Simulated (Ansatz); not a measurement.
The system is GaGe3.

```
CELL_PARAMETERS angstrom
0.00000 3.38717 3.38717
3.38717 0.00000 3.38717
3.38717 3.38717 0.00000
ATOMIC_POSITIONS crystal
Ge 0.50000 0.50000 0.50000
Ge 0.75000 0.75000 0.75000
Ge 0.25000 0.25000 0.25000
Ga 0.00000 0.00000 0.00000
```

The cell comes from a database or a generator and needn't be the stable form of this composition.

Base run:

```yaml
Program: Ansatz 0.2.0
Functional: LDA
Potentials_or_basis: all-electron LAPW, scalar-relativistic
Cutoff: 185 eV (chosen from the basis error)
Basis_error_allowed: 0.002 eV/atom
k_mesh: 7 × 7 × 7
Occupations: fermi-dirac, width 0.05 eV
Spin: no spin polarisation
```

Its results: pressure -5.5 GPa.

Problem. The run is repeated on the same cell with these changes: functional from LDA to PBE. What comes out?

Solution. Pressure -0.5 GPa.

PBE binds less tightly than LDA, so the same cell stands under more pressure.
